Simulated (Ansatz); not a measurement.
# GeH₇NOSi: up Jacob's ladder to CCSD(T)

How much do the methods differ for GeH₇NOSi? The plan is to run it at one geometry with functionals of several rungs and with coupled cluster. The yardstick is the atomisation energy at the CCSD(T) limit.

Method: functionals in def2-TZVPP, the program's frozen cores in correlated methods; program: Ansatz 0.2.0, Gaussian basis.

Levels to be run: PBE-D4, r2SCAN-D4, PBE0-D4, B3LYP-D4, ωB97X-V, ωB97M-V, B2PLYP; CCSD(T)/def2-TZVPP; MP2/def2-QZVPP; extrapolation to the limit.

### Step 1. The relaxed structure

An earlier PBE0-D4 in a triple-zeta def2 set relaxation fixed the geometry.

SMILES `O[SiH2][NH][GeH3]`, 11 atoms, charge 0, spin multiplicity 1.

Atoms are counted from 1 here; the program's logs count them from 0.

Bond lengths: O1–Si2 1.648 Å, O1–H5 0.958 Å, Si2–N3 1.711 Å, Si2–H6 1.489 Å, Si2–H7 1.480 Å, N3–Ge4 1.841 Å, N3–H8 1.008 Å, Ge4–H9 1.534 Å, Ge4–H10 1.539 Å, Ge4–H11 1.541 Å. Angles: Si2–O1–H5 117.5°, O1–Si2–N3 114.9°, O1–Si2–H6 110.8°, O1–Si2–H7 102.6°, N3–Si2–H6 105.9°, N3–Si2–H7 110.5°, H6–Si2–H7 112.4°, Si2–N3–Ge4 127.0°, Si2–N3–H8 117.3°, Ge4–N3–H8 115.5°, N3–Ge4–H9 106.2°, N3–Ge4–H10 109.2°, N3–Ge4–H11 111.0°, H9–Ge4–H10 111.2°, H9–Ge4–H11 110.2°, H10–Ge4–H11 109.0°.

### Step 2. PBE-D4 (GGA)

in.yaml

```yaml
crystal:
  periodic: [false, false, false]
  atoms:
    - {symbol: O, position_ang: [-1.857599, 1.242242, -0.527962]}
    - {symbol: Si, position_ang: [-0.803471, 0.935401, 0.701607]}
    - {symbol: N, position_ang: [0.080298, -0.521218, 0.546012]}
    - {symbol: Ge, position_ang: [1.375608, -0.903507, -0.705051]}
    - {symbol: H, position_ang: [-2.557966, 0.605906, -0.678836]}
    - {symbol: H, position_ang: [-1.522519, 0.839261, 2.001545]}
    - {symbol: H, position_ang: [0.105151, 2.102354, 0.645770]}
    - {symbol: H, position_ang: [-0.178437, -1.285617, 1.150644]}
    - {symbol: H, position_ang: [1.766189, 0.436941, -1.340299]}
    - {symbol: H, position_ang: [2.579460, -1.557630, -0.004268]}
    - {symbol: H, position_ang: [0.838585, -1.867134, -1.781061]}
basis:
  gaussian: {orbitals: def2-TZVPP}
hamiltonian: {xc: pbe, dispersion: d4}
output: {forces: true, orbitals: {seedname: orbitals}}
```

Launch:

```bash
$ ansatz run in.yaml --threads 4 --pin off --events-out ev --progress --plain --max-ram 10444MiB
```

Output (excerpt; [...] marks lines left out):

```text
Functional definition: PBE
  name "PBE"
  cite "Perdew, Burke & Ernzerhof, Phys. Rev. Lett. 77, 3865 (1996) doi:10.1103/PhysRevLett.77.3865"
  parent pbe
[...]
1365 factors; their error is unknown
[...]
mean field -68033.91296909 eV, -2500.2001865716 hartree, gradient 3.1e-5 eV, S^2 0.000000; 0 other end points of the search recorded, 0 dependent functions left out
[...]
reference -68033.91301444 eV, -2500.2001882382 hartree; 34, 34 occupied and 216, 216 virtual orbitals, 1365 factors
Total energy: -68034.14380504 eV, -2500.2086696361 hartree
Atom 0 at    -1.857599     1.242242    -0.527962 Å, force     0.010627     0.431962    -0.325420 eV/Å
Atom 1 at    -0.803471     0.935401     0.701607 Å, force     0.066866     0.086909     0.262160 eV/Å
Atom 2 at     0.080298    -0.521218     0.546012 Å, force     0.018082     0.036828     0.060670 eV/Å
Atom 3 at     1.375608    -0.903507    -0.705051 Å, force     0.172610    -0.063439    -0.159490 eV/Å
Atom 4 at    -2.557966     0.605906    -0.678836 Å, force    -0.334419    -0.297479    -0.072891 eV/Å
Atom 5 at    -1.522519     0.839261     2.001545 Å, force    -0.055977    -0.021172     0.160658 eV/Å
Atom 6 at     0.105151     2.102354     0.645770 Å, force     0.094758     0.130761    -0.020469 eV/Å
Atom 7 at    -0.178437    -1.285617     1.150644 Å, force    -0.079499    -0.270180     0.200000 eV/Å
Atom 8 at     1.766189     0.436941    -1.340299 Å, force     0.032553     0.133562    -0.056745 eV/Å
Atom 9 at     2.579460    -1.557630    -0.004268 Å, force     0.127288    -0.067158     0.069918 eV/Å
Atom 10 at     0.838585    -1.867134    -1.781061 Å, force    -0.052889    -0.100594    -0.118390 eV/Å
Dipole moment:    -0.074734    -0.428495     0.052696 e Å
```

Run time: 2.2 s. Hardware: 4 threads of Arm Neoverse V2, shared host; peak memory 0.34 GiB.

With the free atoms at this level, -67997.548 eV in sum, the atomisation energy is 843.9 kcal/mol. HOMO -6.15 eV, LUMO -0.60 eV.

### Step 3. r2SCAN-D4 (meta-GGA)

Changes to in.yaml since step 2:

```diff
@@ -16,3 +16,3 @@
   gaussian: {orbitals: def2-TZVPP}
-hamiltonian: {xc: pbe, dispersion: d4}
+hamiltonian: {xc: r2scan, dispersion: d4}
 output: {forces: true, orbitals: {seedname: orbitals}}
```

Same command.

Output (excerpt; [...] marks lines left out):

```text
Functional definition: r2SCAN
  name "r2SCAN"
  cite "Furness, Kaplan, Ning, Perdew & Sun, J. Phys. Chem. Lett. 11, 8208 (2020) doi:10.1021/acs.jpclett.0c02405"
  cite "Furness, Kaplan, Ning, Perdew & Sun, J. Phys. Chem. Lett. 11, 9248 (2020) doi:10.1021/acs.jpclett.0c03077"
  parent r2scan
[...]
1365 factors; their error is unknown
[...]
mean field -68048.18022164 eV, -2500.7244984320 hartree, gradient 3.4e-5 eV, S^2 0.000000; 0 other end points of the search recorded, 0 dependent functions left out
[...]
reference -68048.18023512 eV, -2500.7244989276 hartree; 34, 34 occupied and 216, 216 virtual orbitals, 1365 factors
Total energy: -68048.23654071 eV, -2500.7265681198 hartree
Atom 0 at    -1.857599     1.242242    -0.527962 Å, force    -0.007653     0.044499    -0.045250 eV/Å
Atom 1 at    -0.803471     0.935401     0.701607 Å, force    -0.000286     0.042465     0.058307 eV/Å
Atom 2 at     0.080298    -0.521218     0.546012 Å, force    -0.000110     0.016471     0.016910 eV/Å
Atom 3 at     1.375608    -0.903507    -0.705051 Å, force     0.082314    -0.028249    -0.069027 eV/Å
Atom 4 at    -2.557966     0.605906    -0.678836 Å, force    -0.022680    -0.021207    -0.006016 eV/Å
Atom 5 at    -1.522519     0.839261     2.001545 Å, force     0.021881     0.003939    -0.015461 eV/Å
Atom 6 at     0.105151     2.102354     0.645770 Å, force    -0.021533    -0.022858     0.001639 eV/Å
Atom 7 at    -0.178437    -1.285617     1.150644 Å, force     0.006785    -0.041585     0.013094 eV/Å
Atom 8 at     1.766189     0.436941    -1.340299 Å, force    -0.026718    -0.062044     0.035415 eV/Å
Atom 9 at     2.579460    -1.557630    -0.004268 Å, force    -0.052781     0.029531    -0.030893 eV/Å
Atom 10 at     0.838585    -1.867134    -1.781061 Å, force     0.020781     0.039038     0.041283 eV/Å
Dipole moment:    -0.076654    -0.437033     0.054958 e Å
```

Run time: 4.8 s. Hardware: 4 threads of Arm Neoverse V2, shared host; peak memory 0.36 GiB.

Atomisation energy: 842.6 kcal/mol (free atoms -68011.696 eV, run apart). HOMO -6.44 eV, LUMO -0.18 eV.

### Step 4. PBE0-D4 (hybrid)

Changes to in.yaml since step 3:

```diff
@@ -16,3 +16,3 @@
   gaussian: {orbitals: def2-TZVPP}
-hamiltonian: {xc: r2scan, dispersion: d4}
-output: {forces: true, orbitals: {seedname: orbitals}}
+hamiltonian: {xc: pbe0, dispersion: d4}
+output: {orbitals: {seedname: orbitals}}
```

The command is unchanged.

Output:

```text
Functional definition: PBE0
  name "PBE0"
  cite "Adamo & Barone, J. Chem. Phys. 110, 6158 (1999) doi:10.1063/1.478522"
  cite "Perdew, Burke & Ernzerhof, Phys. Rev. Lett. 77, 3865 (1996) doi:10.1103/PhysRevLett.77.3865"
  parent pbe
  parameter a = 0.25
  parameter kappa = 0.804
  parameter beta = 0.06672455060314922
  exchange = (1 - a)*pbe_x(kappa = kappa, mu = beta*pi^2/3) + a*exact_x
  correlation = pbe_c(beta = beta)
1411 factors; their error is unknown
mean field evaluation 1: about -68026.4100 eV, gradient 7.7e1 eV
mean field evaluation 2: about -68009.2866 eV, gradient 1.2e2 eV
mean field evaluation 4: about -68036.1522 eV, gradient 4.0e0 eV
mean field evaluation 8: about -68036.4722 eV, gradient 2.5e-1 eV
mean field -68036.47226656 eV, -2500.2942390188 hartree, gradient 8.1e-5 eV, S^2 0.000000; 0 other end points of the search recorded, 0 dependent functions left out
reference -68036.47230081 eV, -2500.2942402775 hartree; 34, 34 occupied and 216, 216 virtual orbitals, 1411 factors
Total energy: -68036.66806807 eV, -2500.3014345917 hartree
```

It took 3 s on 4 threads of Arm Neoverse V2, shared host; peak memory 0.69 GiB.

Atomisation energy: 832.8 kcal/mol (free atoms -68000.555 eV, run apart). HOMO -7.52 eV, LUMO 0.23 eV.

### Step 5. B3LYP-D4 (hybrid)

B3LYP here takes the VWN-RPA correlation.

Changes to in.yaml since step 4:

```diff
@@ -16,3 +16,3 @@
   gaussian: {orbitals: def2-TZVPP}
-hamiltonian: {xc: pbe0, dispersion: d4}
-output: {orbitals: {seedname: orbitals}}
+hamiltonian: {xc: {name: B3LYP}, dispersion: d4}
+output: {forces: true, orbitals: {seedname: orbitals}}
```

Launched as before.

Output (excerpt; [...] marks lines left out):

```text
Functional definition: B3LYP
  name "B3LYP"
  cite "Stephens, Devlin, Chabalowski & Frisch, J. Phys. Chem. 98, 11623 (1994) doi:10.1021/j100096a001"
  cite "Becke, Phys. Rev. A 38, 3098 (1988) doi:10.1103/PhysRevA.38.3098"
  cite "Lee, Yang & Parr, Phys. Rev. B 37, 785 (1988) doi:10.1103/PhysRevB.37.785"
  cite "Vosko, Wilk & Nusair, Can. J. Phys. 58, 1200 (1980) doi:10.1139/p80-159"
[...]
1399 factors; their error is unknown
[...]
mean field -68053.06146049 eV, -2500.9038806510 hartree, gradient 7.5e-5 eV, S^2 0.000000; 0 other end points of the search recorded, 0 dependent functions left out
[...]
reference -68053.06174780 eV, -2500.9038912095 hartree; 34, 34 occupied and 216, 216 virtual orbitals, 1399 factors
Total energy: -68053.43461796 eV, -2500.9175939354 hartree
Atom 0 at    -1.857599     1.242242    -0.527962 Å, force    -0.080269     0.001894    -0.087436 eV/Å
Atom 1 at    -0.803471     0.935401     0.701607 Å, force     0.061527     0.155496     0.242826 eV/Å
Atom 2 at     0.080298    -0.521218     0.546012 Å, force    -0.115771    -0.015411     0.130329 eV/Å
Atom 3 at     1.375608    -0.903507    -0.705051 Å, force     0.179433    -0.068060    -0.159009 eV/Å
Atom 4 at    -2.557966     0.605906    -0.678836 Å, force    -0.045351     0.001724    -0.045482 eV/Å
Atom 5 at    -1.522519     0.839261     2.001545 Å, force     0.046704     0.015273    -0.079854 eV/Å
Atom 6 at     0.105151     2.102354     0.645770 Å, force    -0.059834    -0.077028     0.009070 eV/Å
Atom 7 at    -0.178437    -1.285617     1.150644 Å, force     0.005701    -0.003787    -0.000113 eV/Å
Atom 8 at     1.766189     0.436941    -1.340299 Å, force     0.001517    -0.006222    -0.000618 eV/Å
Atom 9 at     2.579460    -1.557630    -0.004268 Å, force     0.005238    -0.001295    -0.002712 eV/Å
Atom 10 at     0.838585    -1.867134    -1.781061 Å, force     0.001105    -0.002585    -0.006999 eV/Å
Dipole moment:    -0.070514    -0.436693     0.064016 e Å
```

It took 4.6 s on 4 threads of Arm Neoverse V2, shared host; peak memory 0.74 GiB.

Atomisation energy: 844.0 kcal/mol (free atoms -68016.834 eV, run apart). HOMO -7.28 eV, LUMO -0.03 eV.

### Step 6. ωB97X-V (range-separated)

Changes to in.yaml since step 5:

```diff
@@ -16,3 +16,3 @@
   gaussian: {orbitals: def2-TZVPP}
-hamiltonian: {xc: {name: B3LYP}, dispersion: d4}
-output: {forces: true, orbitals: {seedname: orbitals}}
+hamiltonian: {xc: {name: wB97X-V}}
+output: {orbitals: {seedname: orbitals}}
```

The command is unchanged.

Output (excerpt; [...] marks lines left out):

```text
Functional definition: wB97X-V
  name "wB97X-V"
  cite "Mardirossian & Head-Gordon, Phys. Chem. Chem. Phys. 16, 9904 (2014) doi:10.1039/C3CP54374A"
  cite "Becke, J. Chem. Phys. 107, 8554 (1997) doi:10.1063/1.475007"
  cite "Vydrov & Van Voorhis, J. Chem. Phys. 133, 244103 (2010) doi:10.1063/1.3521275"
[...]
      + integral(e_c_pw_opposite_spin*poly(b97_u_opposite, cos0, cos1)) + vv10(b, c)
1399 factors; their error is unknown
316 factors; integrals over basis functions are off by at most 8.5e-6 eV
[...]
mean field -68043.49410305 eV, -2500.5522867502 hartree, gradient 4.9e-5 eV, S^2 0.000000; 0 other end points of the search recorded, 0 dependent functions left out
reference -68043.49410081 eV, -2500.5522866681 hartree; 34, 34 occupied and 216, 216 virtual orbitals, 1399 factors
Total energy: -68043.49410081 eV, -2500.5522866681 hartree
```

Wall time 7.5 s (4 threads of Arm Neoverse V2, shared host); peak memory 0.84 GiB.

With the free atoms at this level, -68006.539 eV in sum, the atomisation energy is 852.2 kcal/mol. HOMO -9.94 eV, LUMO 2.17 eV.

### Step 7. ωB97M-V (range-separated)

Changes to in.yaml since step 6:

```diff
@@ -16,3 +16,3 @@
   gaussian: {orbitals: def2-TZVPP}
-hamiltonian: {xc: {name: wB97X-V}}
-output: {orbitals: {seedname: orbitals}}
+hamiltonian: {xc: {name: wB97M-V}}
+output: {forces: true, orbitals: {seedname: orbitals}}
```

Launched as before.

Output (excerpt; [...] marks lines left out):

```text
Functional definition: wB97M-V
  name "wB97M-V"
  cite "Mardirossian & Head-Gordon, J. Chem. Phys. 144, 214110 (2016) doi:10.1063/1.4952647"
  cite "Becke, J. Chem. Phys. 107, 8554 (1997) doi:10.1063/1.475007"
  cite "Vydrov & Van Voorhis, J. Chem. Phys. 133, 244103 (2010) doi:10.1063/1.3521275"
  # Of w^i u^j: cxij and so on, Table III.
[...]
  gx(w, u) = 1 - cx + cx01*u + cx10*w
  gss(w, u) = css00 + css04*u^4 + css10*w + css20*w^2 + css43*w^4*u^3
  gos(w, u) = cos00 + cos10*w + (cos20 + cos21*u)*w^2 + (cos60 + cos61*u)*w^6
[...]
      + integral(e_c_pw_mod_opposite_spin*gos(b97_w_opposite, b97_u_opposite)) + vv10(b, c)
1396 factors; their error is unknown
316 factors; integrals over basis functions are off by at most 8.5e-6 eV
[...]
Atom 1 at    -0.803471     0.935401     0.701607 Å, force     0.078891     0.142300     0.230841 eV/Å
Atom 2 at     0.080298    -0.521218     0.546012 Å, force    -0.022233    -0.046598     0.032615 eV/Å
Atom 3 at     1.375608    -0.903507    -0.705051 Å, force     0.127823    -0.042420    -0.115901 eV/Å
Atom 4 at    -2.557966     0.605906    -0.678836 Å, force     0.016908     0.030800    -0.010022 eV/Å
Atom 5 at    -1.522519     0.839261     2.001545 Å, force     0.076209     0.012502    -0.146729 eV/Å
Atom 6 at     0.105151     2.102354     0.645770 Å, force    -0.096616    -0.130749     0.003567 eV/Å
Atom 7 at    -0.178437    -1.285617     1.150644 Å, force    -0.000325     0.024256    -0.010390 eV/Å
Atom 8 at     1.766189     0.436941    -1.340299 Å, force    -0.031940    -0.094607     0.048984 eV/Å
Atom 9 at     2.579460    -1.557630    -0.004268 Å, force    -0.097410     0.054297    -0.053689 eV/Å
Atom 10 at     0.838585    -1.867134    -1.781061 Å, force     0.037588     0.078334     0.087564 eV/Å
Dipole moment:    -0.069570    -0.443949     0.056250 e Å
```

Wall time 11 s (4 threads of Arm Neoverse V2, shared host); peak memory 0.95 GiB.

Atomisation energy: 846.4 kcal/mol (free atoms -68009.063 eV, run apart). HOMO -9.84 eV, LUMO 1.82 eV.

### Step 8. B2PLYP (double hybrid)

Changes to in.yaml since step 7:

```diff
@@ -16,3 +16,2 @@
   gaussian: {orbitals: def2-TZVPP}
-hamiltonian: {xc: {name: wB97M-V}}
-output: {forces: true, orbitals: {seedname: orbitals}}
+hamiltonian: {xc: {name: B2PLYP}}
```

Launched as before.

Output (excerpt; [...] marks lines left out):

```text
Functional definition: B2PLYP
  name "B2PLYP"
  cite "Grimme, J. Chem. Phys. 124, 034108 (2006) doi:10.1063/1.2148954"
  cite "Becke, Phys. Rev. A 38, 3098 (1988) doi:10.1103/PhysRevA.38.3098"
  cite "Lee, Yang & Parr, Phys. Rev. B 37, 785 (1988) doi:10.1103/PhysRevB.37.785"
[...]
1489 factors; integrals over basis functions are off by at most 1.0e-3 eV
[...]
mean field -68027.69176669 eV, -2499.9715616002 hartree, gradient 4.5e-6 eV, S^2 0.000000; 0 other end points of the search recorded, 0 dependent functions left out
16 core orbitals not correlated: weight in the atoms' cores, before any rotation towards them, 1.000 or more for the frozen orbitals, at most 0.000 for the correlated occupied ones
reference -68027.69194871 eV, -2499.9715682895 hartree; 18, 18 occupied and 216, 216 virtual orbitals, 1489 factors
second order -27.76159389 eV of doubles, -0.00000000 eV of singles
Total energy: -68035.18757907 eV, -2500.2470276242 hartree
```

Run time: 5.5 s. Hardware: 4 threads of Arm Neoverse V2, shared host; peak memory 0.66 GiB.

Atomisation energy: 835.7 kcal/mol (free atoms -67998.947 eV, run apart).

### Step 9. Orbital energies across the functionals

Dipoles come from the runs that computed forces. Levels, from each run's orbital file:

| functional | HOMO (eV) | LUMO (eV) | gap (eV) | dipole (D) |
| --- | --- | --- | --- | --- |
| PBE-D4 | -6.15 | -0.60 | 5.56 | 2.10 |
| r2SCAN-D4 | -6.44 | -0.18 | 6.27 | 2.15 |
| PBE0-D4 | -7.52 | 0.23 | 7.76 |  |
| B3LYP-D4 | -7.28 | -0.03 | 7.25 | 2.15 |
| ωB97X-V | -9.94 | 2.17 | 12.11 |  |
| ωB97M-V | -9.84 | 1.82 | 11.66 | 2.18 |

### Step 10. CCSD(T) in def2-TZVPP

Changes to in.yaml since step 8:

```diff
@@ -16,2 +16,2 @@
   gaussian: {orbitals: def2-TZVPP}
-hamiltonian: {xc: {name: B2PLYP}}
+correlation: {method: ccsd_t}
```

Same command.

Output (excerpt; [...] marks lines left out):

```text
Functional definition: HF
  name "HF"
  cite "Fock, Z. Phys. 61, 126 (1930) doi:10.1007/BF01340294"
  parent pbe
[...]
1489 factors; integrals over basis functions are off by at most 1.0e-3 eV
[...]
mean field -67969.88687916 eV, -2497.8472711651 hartree, gradient 1.8e-6 eV, S^2 0.000000; 0 other end points of the search recorded, 0 dependent functions left out
16 core orbitals not correlated: weight in the atoms' cores, before any rotation towards them, 1.000 or more for the frozen orbitals, at most 0.000 for the correlated occupied ones
reference -67969.88687916 eV, -2497.8472711651 hartree; 18, 18 occupied and 216, 216 virtual orbitals, 1489 factors
second order -22.92638722 eV of doubles, -0.00000000 eV of singles
cycle   1  -23.08898719 eV  change   -1.6e-1 eV  update   1.1e-1
[...]
cycle   9  -23.84881531 eV  change   -1.5e-5 eV  update   2.0e-5
perturbative correction -0.84044941 eV, -0.0308859460 hartree
Total energy: -67994.57614387 eV, -2498.7545849083 hartree
```

Wall time 2.9 min (4 threads of Arm Neoverse V2, shared host); peak memory 5.3 GiB.

### Step 11. MP2 in def2-QZVPP

Changes to in.yaml since step 10:

```diff
@@ -15,3 +15,3 @@
 basis:
-  gaussian: {orbitals: def2-TZVPP}
-correlation: {method: ccsd_t}
+  gaussian: {orbitals: "def2-QZVPP.json"}
+correlation: {method: mp2}
```

Same command.

Output:

```text
Functional definition: HF
  name "HF"
  cite "Fock, Z. Phys. 61, 126 (1930) doi:10.1007/BF01340294"
  parent pbe
  exchange = exact_x
  correlation = 0
2950 factors; integrals over basis functions are off by at most 7.3e-4 eV
mean field evaluation 1: about -67966.3716 eV, gradient 5.0e1 eV
mean field evaluation 2: about -67966.4891 eV, gradient 5.0e1 eV
mean field evaluation 4: about -67971.4280 eV, gradient 3.7e0 eV
mean field evaluation 8: about -67971.4826 eV, gradient 2.9e-1 eV
mean field -67971.48272114 eV, -2497.9059172760 hartree, gradient 2.6e-6 eV, S^2 0.000000; 0 other end points of the search recorded, 0 dependent functions left out
16 core orbitals not correlated: weight in the atoms' cores, before any rotation towards them, 1.000 or more for the frozen orbitals, at most 0.000 for the correlated occupied ones
reference -67971.48272114 eV, -2497.9059172760 hartree; 18, 18 occupied and 449, 449 virtual orbitals, 2950 factors
second order -31.31524775 eV of doubles, -0.00000000 eV of singles
Total energy: -68002.79796889 eV, -2499.0567314046 hartree
```

Run time: 19 s. Hardware: 4 threads of Arm Neoverse V2, shared host; peak memory 3 GiB.

Energy pieces by basis (eV):

```
     basis           HF  MP2 correlation  CCSD correlation      (T)              total
def2-TZVPP  -67969.8869         -22.9264          -23.8488  -0.8404        -67994.5761
def2-QZVPP  -67971.4827         -31.3152                             -68002.7980 (MP2)
```

The report of the def2-TZVPP run gives T1 = 0.0115.

### Step 12. The basis-set limit

No new run: Hartree-Fock is extrapolated as exp(−7.88√X) and correlation as X^−2.97, with X = 3 and 4; only MP2 was run in the larger set, so CCSD(T) minus MP2 is added from the smaller one.

```csv
level,energy at the limit (eV)
HF,-67971.7025
MP2,-68009.2317
CCSD,-68010.1542
CCSD(T),-68010.9946
```

This is no true limit for total energies: MP2 correlation changes by a factor of 1.37 from triple to quadruple zeta (about 1.07 in light molecules), because outer-core shells are correlated in sets not made for them. Much of that cancels between molecule and atoms or ions.

### Step 13. The ladder

Atomisation energy = energies of 1 O, 1 Si, 1 N, 1 Ge, 7 H (separate runs, same level) minus the molecule's; electronic only, no spin-orbit term.

Differences are taken before rounding.

```csv
method,rung,"atoms, summed (eV)",atomisation energy (kcal/mol),from CCSD(T)/CBS (kcal/mol),time
PBE-D4,GGA,-67997.548,843.9,-7.4,2.2 s
r2SCAN-D4,meta-GGA,-68011.696,842.6,-8.7,4.8 s
PBE0-D4,hybrid,-68000.555,832.8,-18.6,3 s
B3LYP-D4,hybrid,-68016.834,844.0,-7.4,4.6 s
ωB97X-V,range-separated,-68006.539,852.2,+0.8,7.5 s
ωB97M-V,range-separated,-68009.063,846.4,-5.0,11 s
B2PLYP,double hybrid,-67998.947,835.7,-15.7,5.5 s
HF/def2-TZVPP,wavefunction,-67943.808,601.4,-250.0,
MP2/def2-TZVPP,wavefunction,-67956.725,832.2,-19.2,
CCSD/def2-TZVPP,wavefunction,-67958.295,817.3,-34.1,
CCSD(T)/def2-TZVPP,wavefunction,-67958.674,827.9,-23.5,2.9 min
MP2/CBS,wavefunction,-67972.126,855.7,+4.3,
CCSD(T)/CBS,wavefunction,-67974.075,851.4,0,3.2 min
```

Among the levels timed on like hardware and quicker than the yardstick, those that no quicker one beats, quickest first: PBE-D4 (2.2 s, -7.4 kcal/mol); B3LYP-D4 (4.6 s, -7.4 kcal/mol); ωB97X-V (7.5 s, +0.8 kcal/mol).

B2PLYP carry no dispersion term (for B3LYP, D4 adds 8.6 kcal/mol).

Times are those of the molecule's run; HF, MP2 and CCSD come out of the CCSD(T) runs, and the limit's time is the sum of the runs that it needs.

### Step 14. Summary of results

```
                               quantity                                 value
        atomisation energy, CCSD(T)/CBS                        851.4 kcal/mol
functionals within 8.5 kcal/mol (1.0 %)    PBE-D4, B3LYP-D4, ωB97X-V, ωB97M-V
                               farthest              PBE0-D4 (-18.6 kcal/mol)
             mean size of error, hybrid                         13.0 kcal/mol
    mean size of error, range-separated                          2.9 kcal/mol
              gap, smallest and largest  5.56 eV (PBE-D4), 12.11 eV (ωB97X-V)
                          T1 diagnostic                                0.0115
triples share of the correlation energy                                 3.4 %
```

In words: PBE-D4 misses by -7.4 kcal/mol. Double hybrids carry the basis error of their MP2 part in triple zeta, and no dispersion term here, so their miss is partly the set-up's. The reference freezes the cores and leaves out relativity and excitations past (T), and its outer-core shells are covered unevenly, so misses under about 8.5 kcal/mol can't be ranked. Hartree-Fock recovers 71 % of the binding; the rest is correlation. Orbital gaps span 5.6 to 12.1 eV; exact exchange widens them. Correlated methods include outer-core shells of Ge, which these sets cover unevenly.

ωB97X-V reaches 0.8 kcal/mol from the reference in 7.5 s, where CCSD(T)/CBS took 3.2 min; the quickest level in the cost chart, PBE-D4, takes 2.2 s and misses by 7.4 kcal/mol.
